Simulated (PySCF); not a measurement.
# AlTl: from the state search to spectroscopic constants

One job finds the state of AlTl, follows it along the bond with each method and fits the curves.

Computed with PySCF 2.14.0. Level: Al def2-SVP, Tl def2-SVP with ECP60, scalar-relativistic core potentials.

## (1) Set-up

The job is set up so:

```
atoms                         : Al, Tl
charge                        : 0
basis                         : Al def2-SVP, Tl def2-SVP with ECP60
Hamiltonian                   : scalar-relativistic core potentials
basis functions               : 44
electrons treated             : 34
masses in u                   : 26.9815, 204.9744
levels                        : PBE0, PBE, r²SCAN, LDA, BHandHLYP, r²SCANh, HSE06, HF, MP2, SCS-MP2, CCSD, CCSD(T)
grid                          : 80 radial by 434 angular points
occupations                   : held fixed by the projection of orbital angular momentum
dissociation limit            : Al + Tl, each in its ground configuration
starting distance in angstrom : 2.625
values of 2S to try           : 0, 2
```

Started as:

```
OMP_NUM_THREADS=1 python dia.py task.json out
```

After this run come: First curve: PBE0; Higher solutions at PBE0; PBE (GGA); r²SCAN; LDA (local density); BHandHLYP (global hybrid GGA); r²SCANh (hybrid meta-GGA); HSE06 (range-separated hybrid); UHF; MP2 and coupled cluster.

Before running it: what results should come out? Wanted: for each run, Re; ωe; De; μ.

As calculated:

Lowest PBE0 solution found, without spin–orbit coupling: ³Π (triplet), unpaired electrons σ ↑, π ↑. State 2 has its PBE0 minimum 0.15 eV higher, as a spin-mixed determinant (⟨S²⟩ = 1.02), so this is no gap between pure states. State 3 has its PBE0 minimum 0.16 eV higher. State 4 has its PBE0 minimum 0.33 eV higher, as a spin-mixed determinant (⟨S²⟩ = 1.00), so this is no gap between pure states. The other levels ran on the lowest alone.

```tsv
level	Re (Å)	ωe (cm⁻¹)	De (eV)	μ (D)
UHF	2.965	183.1	0.62	1.09
UHF-MP2	2.892	196.5	1.08	n/a
UHF-SCS-MP2	2.897	197.5	0.94	n/a
UHF-CCSD	2.920	188.8	1.03	n/a
UHF-CCSD(T)	2.918	187.7	1.10	n/a
LDA	2.882	185.1	1.77	0.48
PBE	2.963	170.7	1.46	0.98
r²SCAN	2.928	179.5	1.44	1.00
r²SCANh	2.918	183.0	1.40	0.96
PBE0	2.924	182.9	1.35	1.04
HSE06	2.931	181.1	1.37	0.97
BHandHLYP	2.928	183.5	1.07	0.70
```

De is counted to Al + Tl in their ground configurations. A positive dipole means Al(−)Tl(+).

Differences from CCSD(T) in the same basis:

```tsv
level	Re (mÅ)	ωe (%)
UHF	+47	-2.4
UHF-MP2	-26	+4.7
UHF-SCS-MP2	-21	+5.3
UHF-CCSD	+1	+0.6
LDA	-36	-1.4
PBE	+45	-9.0
r²SCAN	+10	-4.3
r²SCANh	-1	-2.5
PBE0	+5	-2.6
HSE06	+13	-3.5
BHandHLYP	+9	-2.2
```

Against CCSD(T) in the same basis, the bond length is nearest at UHF-CCSD and r²SCANh (1 mÅ off) and farthest at UHF (+47 mÅ); the wavenumber is nearest at UHF-CCSD (+0.6 %) and farthest at PBE (-9.0 %). CCSD(T) in a basis this small is itself some way from its limit, more so than the functionals. Of the levels with a De here, UHF gives the least (0.62 eV) and LDA the most (1.77 eV).

Correlated steps freeze 9 core orbitals. Spin–orbit coupling is left out, which matters for elements this heavy, above all for dissociation energies. With spin–orbit coupling the term label itself may not hold.
